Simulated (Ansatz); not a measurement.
Crystal: Ta4NiO11.

```
Ta Ni O
1.0
     1.95495  -14.82973    0.00000
     1.95495   14.82973    0.00000
     0.00000    0.00000    3.88590
Ta Ni O
4 1 11
Direct
  0.20437 0.79563 0.00000
  0.92451 0.07549 0.00000
  0.07549 0.92451 0.00000
  0.79563 0.20437 0.00000
  0.50000 0.50000 0.00000
  0.13987 0.86013 0.00000
  0.72107 0.27893 0.00000
  0.43645 0.56355 0.00000
  0.56355 0.43645 0.00000
  0.00000 0.00000 0.00000
  0.86013 0.13987 0.00000
  0.27893 0.72107 0.00000
  0.92790 0.07210 0.50000
  0.07210 0.92790 0.50000
  0.79436 0.20564 0.50000
  0.20564 0.79436 0.50000
```

The cell was built by a generator and needn't be a form met in nature.

Base run:

| Quantity | Value |
| --- | --- |
| Program | Ansatz 0.2.0 |
| Functional | PBE |
| Potentials or basis | all-electron LAPW, scalar-relativistic |
| Cutoff | 455 eV |
| Density cutoff | 1819 eV |
| Basis error allowed | 0.003 eV/atom |
| k mesh | 7 × 7 × 7 |
| Occupations | fermi-dirac, width 0.05 eV |
| Spin | collinear spin, ferromagnetic start |
| Starting moments | [0.0, 0.0, 0.0, 0.0, 1.0, 0.0, 0.0, 0.0, 0.0, 0.0, 0.0, 0.0, 0.0, 0.0, 0.0, 0.0] μB |

Its results: pressure 0.2 GPa; net moment 0.85 μB per cell; site moments Ta -0.00; Ni +0.72; O -0.00, +0.01, +0.09, +0.00 μB; largest force 0.062 eV/Å.

The run is repeated on the same cell with these changes: functional from PBE to LDA; k mesh from 7 × 7 × 7 to 5 × 5 × 5. What comes out?

Pressure -9.8 GPa; net moment 0.40 μB per cell; site moments Ta -0.00; Ni +0.31; O -0.00, +0.07, +0.00 μB; largest force 0.464 eV/Å.

Several settings changed at once, so the effect can't be laid on one alone.

Caveats: a cell with one magnetic atom can't hold antiferromagnetic order, which such compounds often take (some runs); the k mesh is thin for a metal, which can move the energy by tens of meV per atom (some runs).

Not every run made on this cell is shown here.
